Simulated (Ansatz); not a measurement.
# C₂H₈NO₂Sc: up Jacob's ladder to CCSD(T)

One table from this session's results is given with a row withheld; the runs are named, their logs left out.

The runs use Ansatz 0.2.0, Gaussian basis; functionals in def2-TZVPP, the program's frozen cores in correlated methods.

Levels to be run: LDA (SPW92), PBE-D4, revPBE-D4, BLYP-D4, r2SCAN-D4, B97M-V, PBE0-D4, B3LYP-D4, r2SCANh-D4, r2SCAN0-D4, HSE06-D4, BHLYP-D4, CAM-B3LYP-D4, LC-ωPBE, ωB97X-V, ωB97M-V, B2PLYP, PBE-QIDH; CCSD(T)/def2-SVP; MP2/def2-TZVPP; MP2/def2-QZVPP; RPA on PBE.

### The relaxed structure

The geometry comes from an earlier relaxation with PBE0-D4 in a triple-zeta def2 set; it is a stationary point, not always the lowest conformer.

SMILES `C[N](C)[Sc]([OH])[OH]`, 14 atoms, charge 0, spin multiplicity 1.

Atoms are counted from 1 here; the program's logs count them from 0.

Bond lengths: C1–N2 1.442 Å, C1–H7 1.094 Å, C1–H8 1.102 Å, C1–H9 1.102 Å, N2–C3 1.442 Å, N2–Sc4 1.985 Å, C3–H10 1.094 Å, C3–H11 1.102 Å, C3–H12 1.102 Å, Sc4–O5 1.881 Å, Sc4–O6 1.881 Å, O5–H13 0.952 Å, O6–H14 0.952 Å. Angles: N2–C1–H7 110.8°, N2–C1–H8 111.9°, N2–C1–H9 111.9°, H7–C1–H8 107.6°, H7–C1–H9 107.6°, H8–C1–H9 106.7°, C1–N2–C3 111.6°, C1–N2–Sc4 124.2°, C3–N2–Sc4 124.2°, N2–C3–H10 110.8°, N2–C3–H11 111.9°, N2–C3–H12 111.9°, H10–C3–H11 107.6°, H10–C3–H12 107.6°, H11–C3–H12 106.7°, N2–Sc4–O5 115.7°, N2–Sc4–O6 115.7°, O5–Sc4–O6 128.6° and more.

Set-up of the first run:

File in.yaml:

```yaml
crystal:
  periodic: [false, false, false]
  atoms:
    - {symbol: C, position_ang: [-0.559241, -1.448867, 0.800501]}
    - {symbol: N, position_ang: [0.185931, -0.337808, 0.263360]}
    - {symbol: C, position_ang: [1.576151, -0.399419, 0.639845]}
    - {symbol: Sc, position_ang: [-0.604291, 1.098512, -0.855951]}
    - {symbol: O, position_ang: [0.588593, 2.434490, -1.429458]}
    - {symbol: O, position_ang: [-2.446179, 0.942231, -1.201897]}
    - {symbol: H, position_ang: [-1.611350, -1.389499, 0.507478]}
    - {symbol: H, position_ang: [-0.167976, -2.415706, 0.445587]}
    - {symbol: H, position_ang: [-0.520336, -1.475614, 1.901230]}
    - {symbol: H, position_ang: [2.129068, 0.448716, 0.226000]}
    - {symbol: H, position_ang: [2.059090, -1.321225, 0.278079]}
    - {symbol: H, position_ang: [1.706567, -0.381125, 1.733688]}
    - {symbol: H, position_ang: [1.010626, 3.194214, -1.817764]}
    - {symbol: H, position_ang: [-3.346632, 1.051089, -1.490688]}
basis:
  gaussian: {orbitals: def2-TZVPP}
hamiltonian: {xc: lda}
output: {orbitals: {seedname: orbitals}}
```

Run with:

```
$ ansatz run in.yaml --threads 4 --pin off --events-out ev --progress --plain --max-ram 11315MiB
```

Steps of the session up to this table: LDA; PBE-D4 (GGA); revPBE-D4 (GGA); BLYP-D4 (GGA); r2SCAN-D4 (meta-GGA); B97M-V (meta-GGA); PBE0-D4 (hybrid); B3LYP-D4 (hybrid); r2SCANh-D4 (hybrid); r2SCAN0-D4 (hybrid); HSE06-D4 (hybrid); BHLYP-D4 (hybrid); CAM-B3LYP-D4 (range-separated); LC-ωPBE (range-separated); ωB97X-V (range-separated); ωB97M-V (range-separated); B2PLYP (double hybrid); PBE-QIDH (double hybrid).

One table of the session follows, with a row left open; its other results are not shown here.

It belongs to the step «Orbital energies across the functionals». 

```
  functional  HOMO (eV)  gap (eV)
 LDA (SPW92)      -4.82      2.54
      PBE-D4      -4.68      2.61
   revPBE-D4      -4.62      2.69
     BLYP-D4      -4.59      2.50
   r2SCAN-D4      -4.87      3.13
      B97M-V      -4.98      3.00
     PBE0-D4      -5.86      4.66
    B3LYP-D4      -5.69      4.12
  r2SCANh-D4      -5.32      3.89
  r2SCAN0-D4      -6.01      5.01
    HSE06-D4      -5.46      3.89
    BHLYP-D4          ?         ?
CAM-B3LYP-D4      -7.22      6.77
     LC-ωPBE      -8.49      9.27
     ωB97X-V      -8.19      8.76
     ωB97M-V      -8.12      8.28
```

Q: Estimate the row for BHLYP-D4 from the others.

Worked estimate for «HOMO (eV)». Against the share of exact exchange, BLYP-D4 (0, -4.59), B3LYP-D4 (0.2, -5.69) give a slope of -5.50 per unit share; at 0.5 the line stands at -7.34.

**Answer.** HOMO (eV): -7.00; gap (eV): 6.42. In «HOMO (eV)» the line misses by -0.34.
